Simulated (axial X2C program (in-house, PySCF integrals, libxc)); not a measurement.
# CoH: properties at the nuclei

Wanted for CoH: properties at the nuclei, at the two-component level.

The runs use an in-house X2C program for linear molecules on PySCF integrals; two-component X2C with atomic mean-field terms, Co dyall-cv3z, H dyall-v3z.

All values are calculated.

## (1) Set-up

The input, task.json:

```json
{
 "zs": [
  27,
  1
 ],
 "q": 0,
 "bas": [
  "dyall-cv3z",
  "dyall-v3z"
 ],
 "r0": 1.43,
 "levels": [
  "PBE0",
  "HF",
  "PBE50",
  "LDA",
  "TPSSh"
 ],
 "nst": 3
}
```

Keys: zs atomic numbers; q charge; bas basis sets; r0 starting distance in Å; levels methods (HF also brings MP2); nst determinants followed.

Command:

```sh
$ python soeom.py task.json out
```

After this run come: Expectation values, lowest determinant; Expectation values, a higher determinant; Expectation values, a higher determinant.

Before running it: what results should come out? Wanted: lowest determinant; Eeff magnitude; Ws magnitude Co; A∥/gI Co; qzz Co; higher determinant (for each run or level that gives them).

The runs gave:

```
                                        quantity                                            value
                              lowest determinant   Ω = 4 (excess of +ω over −ω: ω = 3/2, ω = 5/2)
                    Eeff magnitude (GV/cm), PBE0                                            0.389
                     Ws magnitude Co (kHz), PBE0                                           0.0325
                            A∥/gI Co (MHz), PBE0                                              354
                             qzz Co (a.u.), PBE0                                            -0.74
                              higher determinant   Ω = 3 (excess of +ω over −ω: ω = 1/2, ω = 5/2)
Eeff magnitude (GV/cm), PBE0, higher determinant                                          0.00436
 Ws magnitude Co (kHz), PBE0, higher determinant                                          0.00222
        A∥/gI Co (MHz), PBE0, higher determinant                                              542
         qzz Co (a.u.), PBE0, higher determinant                                            -0.33
                              higher determinant  Ω = 1 (excess of +ω over −ω: ω = -1/2, ω = 3/2)
Eeff magnitude (GV/cm), PBE0, higher determinant                                         0.000313
 Ws magnitude Co (kHz), PBE0, higher determinant                                          0.00641
        A∥/gI Co (MHz), PBE0, higher determinant                                              350
         qzz Co (a.u.), PBE0, higher determinant                                            -0.36
```

**Reading.** In the first state, the effective field runs from 0.213 to 1.7 GV/cm over the mean-field levels, so the levels don't agree on it. The expectation values come from single determinants, which for open shells can mix terms of unlike spin or miss the lowest Ω, so a determinant need not be a state. Eeff is the effective electric field on the electron dipole moment in this Ω state and Ws the scalar–pseudoscalar constant (defined with the proton number Z and per Ω); A∥ is the parallel hyperfine constant, which follows by multiplying with the nuclear g factor gI = μI/(I μN); qzz is the electric field gradient, eQq0 = 234.96 MHz × Q/barn × qzz; μ is positive if H is the positive end. The operators were transformed with the bare-nucleus X2C matrices. A second determinant lies within 0.1 eV of the first.
